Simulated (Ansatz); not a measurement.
Geometry optimisation, Ansatz, DFT PBEsol, scalar-relativistic, plane waves, PAW.

Input:

```yaml
crystal:
  lattice:
    - [-3.975572, -2.295298, 5.233085]
    - [3.975572, -2.295298, 5.233085]
    - [0.0, 4.590595, 5.233085]
  atoms:
    - { symbol: Si, position: [0.03432906, 0.46567091, 0.25000004] }
    - { symbol: Si, position: [0.24999999, 0.03432907, 0.46567096] }
    - { symbol: Si, position: [0.46567091, 0.24999998, 0.03432913] }
    - { symbol: O, position: [0.44051176, 0.05948822, 0.25000004] }
    - { symbol: O, position: [0.24999999, 0.44051176, 0.05948828] }
    - { symbol: O, position: [0.05948822, 0.24999999, 0.44051181] }
    - { symbol: O, position: [0.49999999, 0.16648164, 0.83351842] }
    - { symbol: O, position: [0.83351831, 0.49999998, 0.16648176] }
    - { symbol: "N", position: [-2.0e-08, 0.66648166, 0.33351839] }
    - { symbol: Si, position: [0.53432904, 0.96567089, 0.75000013] }
    - { symbol: Si, position: [0.74999997, 0.53432905, 0.96567105] }
    - { symbol: Si, position: [0.96567089, 0.74999996, 0.53432922] }
    - { symbol: O, position: [0.94051174, 0.55948819, 0.75000013] }
    - { symbol: O, position: [0.74999996, 0.94051174, 0.55948837] }
    - { symbol: O, position: [0.5594882, 0.74999997, 0.9405119] }
    - { symbol: O, position: [0.33351833, -1.0e-08, 0.66648172] }
    - { symbol: O, position: [0.66648165, 0.33351831, 7.0e-08] }
total_charge: -1
basis:
  ecutwfc: 420.0
kpoints:
  mp_grid: { grid: [2, 2, 2] }
hamiltonian:
  xc: pbesol
  pseudopotentials: { kind: paw, azcp: { folder: soft_1 } }
scf:
  occupations: { method: fermi_dirac, width: 0.05 }
  lower_state_search: "off"
relax:
  f_tol: 0.03
  max_steps: 60
  adjacent_minimum: "off"
output:
  write_density: true
  write_potential: true
  elf: true
  volumetric_format: npy
```

Command:

```bash
$ ansatz run input.yaml --threads 1 --pin off --max-ram 3072MiB --backend cpu --events-out ev --progress --plain --runs-dir out
```

**Question.** Where does it end, and by what steps?

**Answer.** It converged. The force dipped under the threshold on the way, but the program's further checks kept it going. Limits of this set-up: PAW files made for another functional, charged cell in a uniform background, uncorrected. After 7 steps the energy has fallen by 1.133 eV; N9 moved furthest, 0.29 Å.

```json
{"step": "0", "energy less start (eV)": "0.0000", "largest force component (eV/Å)": "3.340", "accepted": "yes"}
{"step": "1", "energy less start (eV)": "-0.7285", "largest force component (eV/Å)": "1.763", "accepted": "yes"}
{"step": "2", "energy less start (eV)": "-1.0368", "largest force component (eV/Å)": "1.226", "accepted": "yes"}
{"step": "3", "energy less start (eV)": "-0.8086", "largest force component (eV/Å)": "2.996", "accepted": "no"}
{"step": "4", "energy less start (eV)": "-1.1209", "largest force component (eV/Å)": "0.330", "accepted": "yes"}
{"step": "5", "energy less start (eV)": "-1.1222", "largest force component (eV/Å)": "0.257", "accepted": "yes"}
{"step": "6", "energy less start (eV)": "-1.1326", "largest force component (eV/Å)": "0.024", "accepted": "yes"}
{"step": "7", "energy less start (eV)": "-1.1326", "largest force component (eV/Å)": "0.024", "accepted": "yes"}
```

```xyz
17
Lattice="-3.9756 -2.2953 5.2331 3.9756 -2.2953 5.2331 0.0000 4.5906 5.2331" Properties=species:S:1:pos:R:3
Si 1.758 -0.018 4.058
Si -0.817 1.608 3.696
Si -0.867 -1.435 3.876
O -1.508 0.076 3.770
O 0.738 -1.311 3.849
O 0.783 1.330 3.925
O -1.296 2.348 7.763
O -1.325 -2.263 7.879
N 2.583 -0.178 5.457
Si 1.702 0.009 11.696
Si -0.884 1.472 11.811
Si -0.842 -1.623 11.964
O -1.468 -0.046 11.989
O 0.804 -1.328 11.866
O 0.744 1.331 11.717
O -1.421 2.326 5.072
O -1.338 -2.299 5.206
```

Run time: 65 s on 1 thread of Arm Neoverse V1, on a shared host, peak memory 0.5 GiB.
